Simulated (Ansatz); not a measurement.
**CH5FSSeSi: ladder of methods at one geometry**

How do the methods compare on CH5FSSeSi, in result and in cost? Wanted for CH5FSSeSi: a ladder of methods at one geometry. SMILES: C[Si](F)(S)[SeH].

Program: the Python package of Ansatz 0.2.0. The levels of theory stand in the script. These are calculated values, not measurements.

## 1. The structure

Bond lengths: C1–Si2 1.892 Å, Si2–F3 1.656 Å, Si2–S4 2.087 Å, Si2–Se5 2.292 Å, C1–H6 1.055 Å, C1–H7 1.081 Å, C1–H8 1.133 Å, S4–H9 1.435 Å, Se5–H10 1.523 Å. Angles: C1–Si2–F3 107.8°, C1–Si2–S4 112.2°, C1–Si2–Se5 109.5°, F3–Si2–S4 108.1°, F3–Si2–Se5 109.7°, S4–Si2–Se5 109.5°, Si2–C1–H6 109.4°, Si2–C1–H7 108.3°, Si2–C1–H8 104.6°, H6–C1–H7 114.8°, H6–C1–H8 108.4°, H7–C1–H8 110.8°, Si2–S4–H9 95.0°, Si2–Se5–H10 89.7°.

The script holds or builds the structure itself.

## 2. Script

methods_ch5fssesi.py reads:

```python
# -*- coding: utf-8 -*-
"""CH5FSSeSi at several levels of theory."""

from pathlib import Path

import ansatz
import numpy as np

BASIS = "def2-SVP"


def main():
    molecule = (
        ansatz.Crystal.molecule()
        .atom("C", (-0.1558, -1.2048, -0.3496))
        .atom("Si", (0.1414, 0.5573, 0.2727))
        .atom("F", (1.393, 0.5073, 1.3552))
        .atom("S", (-1.5288, 1.3409, 1.2486))
        .atom("Se", (0.6989, 1.9082, -1.4926))
        .atom("H", (0.6988, -1.5409, -0.8699))
        .atom("H", (-0.4453, -1.8181, 0.4926))
        .atom("H", (-1.0086, -1.1062, -1.0884))
        .atom("H", (-1.5976, 0.2986, 2.2329))
        .atom("H", (1.8871, 1.0065, -1.7986))
    )

    model = (
        molecule.calculation()
        .basis(gaussian=BASIS)
        .accuracy("high")
    )

    print("functional    E (Ha)        dipole (D)   HOMO (eV)  LUMO (eV)")
    for name in ["pbe0", "hf", "pbe", "r2scan", "cam_b3lyp", "b3lyp"]:
        r = model.functional(name).forces().orbitals().run(threads=1, pin="off", runs_dir="runs").report
        lines = Path(r["orbitals_path"]).read_text().splitlines()
        field_of = lambda key: [line.split("=")[1].strip() for line in lines if line.startswith(key)]
        orbitals = [(27.211386 * float(e), s, float(n)) for e, s, n in zip(field_of("Ene="), field_of("Spin="), field_of("Occup="))]
        homo = max(e for e, _, n in orbitals if n > 0.5)
        lumo = min(e for e, _, n in orbitals if n < 0.5)
        dipole = 4.803205 * np.linalg.norm(r["charge_distribution"]["dipole_moment_e_ang"])
        print(f"{name:10s} {r['free_energy_ev'] / 27.211386246:14.6f} {dipole:9.3f} {homo:11.3f} {lumo:10.3f}")


if __name__ == "__main__":
    main()
```

## 3. The run

Started as:

```bash
> python methods_ch5fssesi.py
```

Log:

```text
functional    E (Ha)        dipole (D)   HOMO (eV)  LUMO (eV)
pbe0         -3229.015539     2.292      -7.196     -0.531
hf           -3226.025458     2.418      -9.917      2.851
pbe          -3228.866024     2.155      -5.944     -1.410
r2scan       -3229.582058     2.326      -6.307     -1.172
cam_b3lyp    -3229.786318     2.205      -8.427      0.604
b3lyp        -3229.770533     2.147      -6.878     -0.742
```

It took 1.7 min on 1 thread of Arm Neoverse V2, shared host; peak memory 0.73 GiB.

Lines on the test bed's own set-up are left out of the output.

A comment line of the script is reworded here; the code is as run.

## 4. The runs side by side

From the records of these 6 runs:

| run | functional | energy (eV) | SCF cycles | CPU time (s) |
| --- | --- | --- | --- | --- |
| 1 | pbe0 | -87865.9890 | 25 | 18 |
| 2 | hf | -87784.6248 | 16 | 8.5 |
| 3 | pbe | -87861.9205 | 24 | 13 |
| 4 | r2scan | -87881.4048 | 24 | 27 |
| 5 | cam_b3lyp | -87886.9630 | 25 | 19 |
| 6 | b3lyp | -87886.5335 | 23 | 17 |

Totals under unlike functionals or potentials can't be compared directly.

The fields below are those of run 1.

## 5. The molecule's orbitals and density

Orbitals, density, ELF and potential are computed afterwards from the orbital file.

Frontier orbitals at PBE0/def2-SVP, with the share of their density that lies nearest to each atom:

| orbital | energy (eV) | lies on |
| --- | --- | --- |
| HOMO | -7.20 | Se5 79 %; H10 8 % |
| LUMO | -0.53 | H9, H10 about 25 % each; Se5 20 %; S4 20 % |

ELF in a plane through or near 6 of the atoms.

Values, 10 rows by 14 columns:
```
0.00 0.00 0.00 0.00 0.00 0.00 0.00 0.00 0.00 0.00 0.00 0.00 0.00 0.00
0.00 0.00 0.00 0.00 0.00 0.02 0.03 0.03 0.03 0.00 0.00 0.00 0.00 0.00
0.00 0.00 0.00 0.00 0.25 0.88 0.67 0.39 0.83 0.48 0.00 0.00 0.00 0.00
0.00 0.00 0.00 0.00 0.55 0.99 0.98 0.54 0.99 0.70 0.00 0.00 0.00 0.00
0.00 0.00 0.01 0.03 0.01 0.23 0.71 0.76 0.47 0.01 0.11 0.24 0.00 0.00
0.00 0.00 0.83 0.99 0.77 0.29 0.12 0.47 0.40 0.41 0.99 0.99 0.34 0.00
0.00 0.00 0.71 0.98 0.83 0.72 0.42 0.10 0.82 0.51 0.90 0.87 0.13 0.00
0.00 0.00 0.04 0.27 0.80 0.87 0.52 0.21 0.68 0.82 0.74 0.27 0.02 0.00
0.00 0.00 0.00 0.21 0.73 0.75 0.25 0.03 0.49 0.82 0.72 0.30 0.00 0.00
0.00 0.00 0.00 0.00 0.04 0.04 0.00 0.00 0.04 0.19 0.10 0.01 0.00 0.00
```
The map spans 10.6 Å across and 8.5 Å up, centred on the molecule. Atoms in the plane (x, y in Å): C1 (0.0, 1.3), Si2 (0.0, -0.6), H6 (0.8, 1.7), H7 (-1.0, 1.6), H9 (-2.7, -0.8), H10 (2.7, -0.6).

log10 of the density (e/Å³) in the same plane.

Ten even steps from ' ' (-4.0) to '@' (1.7):
```
                                                        
                      ............                      
                  ..::::::::::::::....                  
                ..::----------------::..                
              ..::--==++++++++++++==--::..              
              ::--==++************++==--..              
            ..::--==**############++==--::..            
          ....::--==++**##%%%%##**++==--::::....        
        ..::::----==++****####**++==--------::::..      
      ..::--==========++********++============--::..    
    ..::--==++**++++++****%%%%**++++++++****++==--..    
    ..::==++**##********##@@@@**********##**++==--..    
    ..::==++**************##****************++==--..    
      ::--==++************++++************++==--::..    
      ..--====++******++++++++++++******++++==--::..    
      ..::--====++++++++========++++++++++====--::      
        ..::--============------==========----::..      
          ..::----------::::::--------------::..        
              ..::::::..........::::::::::....          
                                  ........              
```
The map spans 10.6 Å across and 8.5 Å up, centred on the molecule. Atoms in the plane (x, y in Å): C1 (0.0, 1.3), Si2 (0.0, -0.6), H6 (0.8, 1.7), H7 (-1.0, 1.6), H9 (-2.7, -0.8), H10 (2.7, -0.6).

On the surface of density 0.002 e/bohr³ the electrostatic potential runs, from the 1st to the 99th percentile, from -1.11 V near F3 to 1.63 V near H9.

## 6. Outcome

```
                                       quantity    value
                                  runs compared        6
HOMO-LUMO gap of the mean field (PBE0/def2-SVP)  6.66 eV
```

**Reading.** All 6 runs converged, in 16 to 25 cycles. Notes:
- The geometry is a force-field or estimated start, not a minimum of this method, and the basis set is short of its limit. A lower total doesn't mark the better method: functionals have no common bound, and MP2 and coupled cluster aren't variational.
- b3lyp holds the VWN-RPA fit, as in Gaussian; the form of ORCA and Turbomole is b3lyp5.
- Levels such as HOMO and LUMO are orbital energies: with these approximate functionals they aren't the ionisation energy and electron affinity, and their gap isn't the fundamental gap.
